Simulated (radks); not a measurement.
**The Coulomb parameter U of the 4f shell of Ho³⁺**

The task here is to estimate one member of a computed series from the others.

Program: radks (a radial shooting solver on a logarithmic mesh, Libxc functionals) version 1. Level of theory: scalar-relativistic Kohn-Sham, r2SCAN, spin-unpolarised, spherical densities, finite nucleus. These are calculated values, not measurements, unless marked.

## The system

```
element            : holmium (Z = 67)
charge             : +3
electrons          : 64
configuration      : [Xe] 4f9 6p1
nuclear rms radius : 5.2022 fm
```

Outer shells as boxes (Hund's rule):

Ho³⁺
```
[Xe] core
4f [↑↓][↑↓][↑ ][↑ ][↑ ][↑ ][↑ ]
6p [↑ ][  ][  ]
```

Set-up of the first run:

The run's settings:

```text
Z 67
configuration [Xe] 4f9 6p1
relativity scalar-relativistic
functional r2scan,r2scan
spin unpolarised
nucleus finite rms 5.2022 fm
c 137.035999084
```

Among the steps run: Start: [Xe] 4f9 6p1.

One table of the session follows, with a row left open; its other results are not shown here.

It belongs to the step «Start: [Xe] 4f9 6p1». From the orbitals of this run (lengths in bohr):

```
level     <r>  outermost maximum (interpolated)  90 % within  nodes
   3d       ?                                 ?            ?      ?
   4s  0.5178                             0.483        0.743      3
   4p  0.5481                             0.505        0.796      2
   4d  0.5920                             0.522        0.888      1
   5s   1.229                              1.11         1.76      4
   5p   1.405                              1.25         2.03      3
   4f  0.7451                             0.515         1.25      0
   6p   3.482                              3.23         4.89      4
```

**Question.** Estimate the row for 3d.

As computed: <r>: 0.2079; outermost maximum (interpolated): 0.170; 90 % within: 0.323; nodes: 0. In the column «<r>» it is the lowest.
